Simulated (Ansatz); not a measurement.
Relaxation of a periodic cell of 33 atoms, Al₃₂Ga (host Al, host structure fcc, interstitial Ga), to a largest force component of 0.03 eV/Å in at most 60 steps.

Theory: DFT LDA, scalar-relativistic, plane waves, PAW (Ansatz 0.2.0). Settings: PAW set soft_1, cutoff 420 eV, k mesh 2x2x2, gaussian smearing 0.05 eV, no spin polarisation.

```xyz
33
Lattice="8.1000 0.0000 0.0000 0.0000 8.1000 0.0000 0.0000 0.0000 8.1000" Properties=species:S:1:pos:R:3
Al 4.050 0.000 0.000
Al 6.075 2.025 0.000
Al 6.075 0.000 2.025
Al 0.000 0.000 0.000
Al 2.025 2.025 0.000
Al 4.050 4.050 0.000
Al 6.075 6.075 0.000
Al 2.025 0.000 2.025
Al 4.050 2.025 2.025
Al 6.075 4.050 2.025
Al 4.050 0.000 4.050
Al 6.075 2.025 4.050
Al 6.075 0.000 6.075
Al 0.000 4.050 0.000
Al 2.025 6.075 0.000
Al 0.000 2.025 2.025
Al 2.025 4.050 2.025
Al 4.050 6.075 2.025
Al 0.000 0.000 4.050
Al 2.025 2.025 4.050
Al 4.050 4.050 4.050
Al 6.075 6.075 4.050
Al 2.025 0.000 6.075
Al 4.050 2.025 6.075
Al 6.075 4.050 6.075
Al 0.000 6.075 2.025
Al 0.000 4.050 4.050
Al 2.025 6.075 4.050
Al 0.000 2.025 6.075
Al 2.025 4.050 6.075
Al 4.050 6.075 6.075
Al 0.000 6.075 6.075
Ga 0.044 1.999 0.088
```

Task: Where does it end, and by what steps?

Result: It converged. Limits of this set-up: coarse k mesh, PAW files made for another functional, a small cell, in which the defect meets its images. After 6 steps the energy has fallen by 6.865 eV; Al16 moved furthest, 0.44 Å. The start is strongly strained (largest force component 9 eV/Å).

```
step  energy less start (eV)  largest force component (eV/Å)  accepted
   0                  0.0000                           9.069       yes
   1                 -4.9575                           3.385       yes
   2                 -6.5869                           1.102       yes
   3                 -6.8578                           0.044       yes
   4                 -6.8578                           0.044       yes
   5                 -6.8568                           0.051        no
   6                 -6.8651                           0.012       yes
```

```xyz
33
Lattice="8.1000 0.0000 0.0000 0.0000 8.1000 0.0000 0.0000 0.0000 8.1000" Properties=species:S:1:pos:R:3
Al 4.051 -0.105 0.003
Al 5.637 2.024 0.002
Al 6.057 -0.020 2.047
Al 0.001 -0.440 0.002
Al 2.466 2.024 0.002
Al 4.051 4.154 0.003
Al 5.972 6.074 0.003
Al 2.045 -0.020 2.047
Al 4.051 2.024 2.132
Al 6.057 4.068 2.047
Al 4.051 -0.024 4.053
Al 5.972 2.024 4.053
Al 6.057 -0.020 6.058
Al 0.001 4.488 0.002
Al 2.131 6.074 0.003
Al 0.001 2.024 2.467
Al 2.045 4.068 2.047
Al 4.051 6.074 2.051
Al 0.001 -0.105 4.053
Al 2.131 2.024 4.053
Al 4.051 4.072 4.053
Al 6.053 6.074 4.053
Al 2.045 -0.020 6.058
Al 4.051 2.024 5.973
Al 6.057 4.069 6.058
Al 0.001 6.074 2.132
Al 0.001 4.154 4.053
Al 2.049 6.074 4.053
Al 0.001 2.024 5.639
Al 2.046 4.068 6.058
Al 4.051 6.074 6.055
Al 0.001 6.074 5.973
Ga 0.002 2.024 0.003
```

The run took 55 s on 2 threads of Arm Neoverse V1 (shared host), peak memory 0.99 GiB.
